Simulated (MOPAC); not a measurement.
**GaN2H4Br (SMILES [NH2][Ga]([NH2])[Br]) at 4 levels**

Aim: a comparison of 4 runs (AM1, PM6, PM6-D3H4, PM7) of GaN2H4Br. 

The calculation is run with MOPAC 23.2.5.

5 further runs of the same task are left out: 1 that didn't finish, 4 set aside as unsound or not needed.

## Step 1: The molecule

The species is GaN2H4Br (8 atoms), meant as a singlet with charge 0. SMILES: `[NH2][Ga]([NH2])[Br]`. Geometry: a GFN2-xTB relaxation, a rough one for these elements and not checked as a minimum.

Bond lengths: N1–Ga2 1.824 Å, Ga2–N3 1.823 Å, Ga2–Br4 2.265 Å, N1–H5 1.012 Å, N1–H6 1.014 Å, N3–H7 1.012 Å, N3–H8 1.013 Å. Angles: N1–Ga2–N3 125.5°, N1–Ga2–Br4 117.3°, N3–Ga2–Br4 117.2°, Ga2–N1–H5 121.4°, Ga2–N1–H6 120.6°, Ga2–N3–H7 121.9°, Ga2–N3–H8 120.8°, H5–N1–H6 109.4°, H7–N3–H8 109.4°.

## Step 2: Energy and forces at AM1 (run 1)

The input, calc.mop:

```
AM1 DISP GRADIENTS BONDS 1SCF AUX(PRECISION=6) THREADS=1
gradient of BrGaH4N2

N -1.079770 1 0.666200 1 -1.077710 1
Ga -0.271790 1 -0.278200 1 0.257950 1
N 1.505530 1 -0.232420 1 0.660950 1
Br -1.584720 1 -1.624090 1 1.520670 1
H -0.614730 1 1.441530 1 -1.531710 1
H -2.078460 1 0.839860 1 -1.055180 1
H 2.187870 1 0.163980 1 0.027990 1
H 1.936070 1 -0.976860 1 1.197040 1
```

On the command line:

```sh
$ mopac calc.mop
```

calc.out:

```text
MOPAC v23.2.5
AM1 CALCULATION RESULTS
[...]
           Empirical Formula: H4 N2 Ga Br  =     8 atoms
      MOLECULAR POINT GROUP   :   C2
[...]
     SCF FIELD WAS ACHIEVED
[...]
                              SUM =        -10.20107 KCAL/MOL = FINAL HEAT OF FORMATION
          TOTAL ENERGY            =       -883.17025 EV
          ELECTRONIC ENERGY       =      -2058.05980 EV
          CORE-CORE REPULSION     =       1174.88955 EV
          COSMO AREA              =        124.94 SQUARE ANGSTROMS
          COSMO VOLUME            =        110.01 CUBIC ANGSTROMS
          GRADIENT NORM           =         67.56399          =       23.88748 PER ATOM
          IONIZATION POTENTIAL    =          9.673917 EV
          HOMO LUMO ENERGIES (EV) =         -9.674 -1.947
          NO. OF FILLED LEVELS    =         12
          MOLECULAR WEIGHT        =        181.6840         POINT GROUP:  C2
[...]
                             CARTESIAN COORDINATES
   1    N       -1.079770000     0.666200000    -1.077710000
   2   Ga       -0.271790000    -0.278200000     0.257950000
   3    N        1.505530000    -0.232420000     0.660950000
   4   Br       -1.584720000    -1.624090000     1.520670000
   5    H       -0.614730000     1.441530000    -1.531710000
   6    H       -2.078460000     0.839860000    -1.055180000
   7    H        2.187870000     0.163980000     0.027990000
   8    H        1.936070000    -0.976860000     1.197040000
           Empirical Formula: H4 N2 Ga Br  =     8 atoms
      MOLECULAR POINT GROUP   :   C2
[...]
              NET ATOMIC CHARGES AND DIPOLE CONTRIBUTIONS
  ATOM NO.   TYPE          CHARGE      No. of ELECS.   s-Pop       p-Pop
    1          N          -0.494335        5.4943     1.56740     3.92694
    2         Ga           0.561061        2.4389     0.24026     2.19868
    3          N          -0.494346        5.4943     1.56610     3.92825
    4         Br          -0.252594        7.2526     1.94781     5.30478
    5          H           0.165593        0.8344     0.83441
    6          H           0.173904        0.8261     0.82610
    7          H           0.166290        0.8337     0.83371
    8          H           0.174427        0.8256     0.82557
 DIPOLE           X         Y         Z       TOTAL
 POINT-CHG.     1.324     1.351    -1.235     2.259
 HYBRID         0.702     0.721    -0.646     1.195
 SUM            2.025     2.072    -1.880     3.454
[...]
 * JOB ENDED NORMALLY *
[...]
```

Wall time 0.04 s (1 thread of Arm Neoverse N1, shared host).

## Step 3: Energy and gradient at PM6 (run 2)

The input, calc.mop:

```
PM6 1SCF BONDS GRADIENTS DISP AUX(PRECISION=6) THREADS=1
BrGaH4N2, PM6

N     -1.079770 1     0.666200 1    -1.077710 1
Ga    -0.271790 1    -0.278200 1     0.257950 1
N      1.505530 1    -0.232420 1     0.660950 1
Br    -1.584720 1    -1.624090 1     1.520670 1
H     -0.614730 1     1.441530 1    -1.531710 1
H     -2.078460 1     0.839860 1    -1.055180 1
H      2.187870 1     0.163980 1     0.027990 1
H      1.936070 1    -0.976860 1     1.197040 1
```

On the command line:

```sh
$ mopac calc.mop
```

calc.out:

```text
MOPAC v23.2.5
PM6 CALCULATION RESULTS
[...]
           Empirical Formula: H4 N2 Ga Br  =     8 atoms
      MOLECULAR POINT GROUP   :   C2
[...]
     SCF FIELD WAS ACHIEVED
[...]
                              SUM =         -8.30935 KCAL/MOL = FINAL HEAT OF FORMATION
          TOTAL ENERGY            =       -702.23186 EV
          ELECTRONIC ENERGY       =      -1866.83337 EV
          CORE-CORE REPULSION     =       1164.60152 EV
          COSMO AREA              =        124.94 SQUARE ANGSTROMS
          COSMO VOLUME            =        110.01 CUBIC ANGSTROMS
          GRADIENT NORM           =         14.38219          =       5.08487 PER ATOM
          IONIZATION POTENTIAL    =          9.683009 EV
          HOMO LUMO ENERGIES (EV) =         -9.683 -0.651
          NO. OF FILLED LEVELS    =         12
          MOLECULAR WEIGHT        =        181.6840         POINT GROUP:  C2
[...]
                             CARTESIAN COORDINATES
   1    N       -1.079770000     0.666200000    -1.077710000
   2   Ga       -0.271790000    -0.278200000     0.257950000
   3    N        1.505530000    -0.232420000     0.660950000
   4   Br       -1.584720000    -1.624090000     1.520670000
   5    H       -0.614730000     1.441530000    -1.531710000
   6    H       -2.078460000     0.839860000    -1.055180000
   7    H        2.187870000     0.163980000     0.027990000
   8    H        1.936070000    -0.976860000     1.197040000
           Empirical Formula: H4 N2 Ga Br  =     8 atoms
      MOLECULAR POINT GROUP   :   C2
[...]
              NET ATOMIC CHARGES AND DIPOLE CONTRIBUTIONS
  ATOM NO.   TYPE          CHARGE      No. of ELECS.   s-Pop       p-Pop       d-Pop
    1          N          -0.554432        5.5544     1.50884     4.04559
    2         Ga           0.297425        2.7026     1.12071     1.58186
    3          N          -0.557124        5.5571     1.50524     4.05188
    4         Br          -0.154629        7.1546     1.97790     5.17343     0.00330
    5          H           0.236984        0.7630     0.76302
    6          H           0.246644        0.7534     0.75336
    7          H           0.237958        0.7620     0.76204
    8          H           0.247173        0.7528     0.75283
 DIPOLE           X         Y         Z       TOTAL
 POINT-CHG.     1.273     1.320    -1.200     2.191
 HYBRID         0.109     0.108    -0.069     0.169
 SUM            1.381     1.429    -1.269     2.358
[...]
 * JOB ENDED NORMALLY *
[...]
```

Wall time 0.04 s (1 thread of Arm Neoverse N1, shared host).

Run 3 isn't shown in full; the table further down has it.

## Step 4: Energy and gradient at PM7 (run 4)

The input, job.mop:

```
PM7 1SCF DISP GRADIENTS BONDS AUX(PRECISION=9) THREADS=1
BrGaH4N2, PM7

N -1.079770 1 0.666200 1 -1.077710 1
Ga -0.271790 1 -0.278200 1 0.257950 1
N 1.505530 1 -0.232420 1 0.660950 1
Br -1.584720 1 -1.624090 1 1.520670 1
H -0.614730 1 1.441530 1 -1.531710 1
H -2.078460 1 0.839860 1 -1.055180 1
H 2.187870 1 0.163980 1 0.027990 1
H 1.936070 1 -0.976860 1 1.197040 1
```

On the command line:

```sh
$ mopac job.mop
```

job.out:

```text
MOPAC v23.2.5
PM7 CALCULATION RESULTS
[...]
           Empirical Formula: H4 N2 Ga Br  =     8 atoms
      MOLECULAR POINT GROUP   :   C2
[...]
     SCF FIELD WAS ACHIEVED
[...]
                              SUM =        -17.57647 KCAL/MOL = FINAL HEAT OF FORMATION
          TOTAL ENERGY            =       -709.79517 EV
          ELECTRONIC ENERGY       =      -1870.55768 EV
          CORE-CORE REPULSION     =       1160.76252 EV
          COSMO AREA              =        124.94 SQUARE ANGSTROMS
          COSMO VOLUME            =        110.01 CUBIC ANGSTROMS
          GRADIENT NORM           =         40.64185          =       14.36906 PER ATOM
          IONIZATION POTENTIAL    =          9.712352 EV
          HOMO LUMO ENERGIES (EV) =         -9.712  0.506
          NO. OF FILLED LEVELS    =         12
          MOLECULAR WEIGHT        =        181.6840         POINT GROUP:  C2
[...]
                             CARTESIAN COORDINATES
   1    N       -1.079770000     0.666200000    -1.077710000
   2   Ga       -0.271790000    -0.278200000     0.257950000
   3    N        1.505530000    -0.232420000     0.660950000
   4   Br       -1.584720000    -1.624090000     1.520670000
   5    H       -0.614730000     1.441530000    -1.531710000
   6    H       -2.078460000     0.839860000    -1.055180000
   7    H        2.187870000     0.163980000     0.027990000
   8    H        1.936070000    -0.976860000     1.197040000
           Empirical Formula: H4 N2 Ga Br  =     8 atoms
      MOLECULAR POINT GROUP   :   C2
[...]
              NET ATOMIC CHARGES AND DIPOLE CONTRIBUTIONS
  ATOM NO.   TYPE          CHARGE      No. of ELECS.   s-Pop       p-Pop       d-Pop
    1          N          -0.815667        5.8157     1.59119     4.22448
    2         Ga           0.723580        2.2764     1.02549     1.25093
    3          N          -0.819148        5.8191     1.58848     4.23067
    4         Br          -0.212515        7.2125     1.93650     5.27430     0.00172
    5          H           0.277040        0.7230     0.72296
    6          H           0.283909        0.7161     0.71609
    7          H           0.278178        0.7218     0.72182
    8          H           0.284622        0.7154     0.71538
 DIPOLE           X         Y         Z       TOTAL
 POINT-CHG.     0.898     0.942    -0.837     1.548
 HYBRID         0.566     0.574    -0.509     0.954
 SUM            1.464     1.516    -1.346     2.501
[...]
 * JOB ENDED NORMALLY *
[...]
```

Run time: 0.04 s. Hardware: 1 thread of Arm Neoverse N1, shared host.

## Step 5: The series

| run | level | heat of formation (kcal/mol) | dipole moment (D) | HOMO energy (eV) | LUMO energy (eV) | wall time |
| --- | --- | --- | --- | --- | --- | --- |
| 1 | AM1 | -10.20 | 3.45 | -9.67 | -1.95 | 0.04 s |
| 2 | PM6 | -8.31 | 2.36 | -9.68 | -0.65 | 0.04 s |
| 3 | PM6-D3H4 | -2.89 | 2.36 | -9.68 | -0.65 | 0.04 s |
| 4 | PM7 | -17.58 | 2.50 | -9.71 | 0.51 | 0.04 s |

## Step 6: Outcome

| quantity | value |
| --- | --- |
| run 4: total energy | -26.08449 Eh |
| run 4: dipole moment | 2.50 D |
| run 4: HOMO energy | -9.71 eV |
| run 4: LUMO energy | 0.51 eV |
| run 4: HOMO–LUMO gap | 10.22 eV |
| run 4: dispersion energy | -2.29 kJ/mol |
| run 4: heat of formation at this unrelaxed shape | -17.6 kcal/mol |
| run 4: largest force on an atom | 0.739 eV/Å |

In words: The dipole moment (its size) runs from 2.36 D (PM6) to 3.45 D (AM1). The HOMO–LUMO gap runs from 7.73 eV (AM1) to 10.22 eV (PM7). Force-field and semi-empirical energies have zeros of their own, so their totals don't compare. All runs together took 0.16 s, the longest 0.04 s.
